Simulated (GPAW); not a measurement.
Ga2O3, 10 atoms in the cell. The typed cell holds 10 atoms: a = 5.282 Å, b = 5.069 Å, c = 5.559 Å, α = 62.66°, β = 59.82°, γ = 57.09°.  The cell isn't the ideal one: all atoms moved at random, sigma 0.05 Å a component, cell strained at random, sigma 0.1.

| Item | Value |
| --- | --- |
| Program | GPAW 26.7.0 |
| Task | dielectric tensor |
| Functional | PBEsol |
| Potentials or basis | PAW data sets generated in the run's folder for this functional |
| Cutoff | 600 eV |
| Basis | pw |
| k mesh | 4 × 4 × 3 |
| Occupations | fermi-dirac, width 0.001 eV |
| Spin | no spin polarisation |
| Response ecut | 80 eV |
| Maxiter | 150 |
| Response k mesh | 3 × 3 × 3 |
| Response bands | 104 |
| Kernels | ["RPA"] |
| Coarser k mesh | 3 × 3 × 3 |

Potentials or basis: PAW data sets generated in the run's folder for this functional, pw.

The run is started by

```bash
$ gpaw-setup -f PBEsol Ga O
$ OMP_NUM_THREADS=1 python run.py
```

Hardware: 1 thread of Arm Neoverse V2 (shared host).

Task: How long does it take, and how much memory?

Result: It took 5.1 min on 1 thread of Arm Neoverse V2 (shared host), peak memory 0.59 GiB. Counts: scf iterations 35, plane waves 3500, bands 44, k points 26.
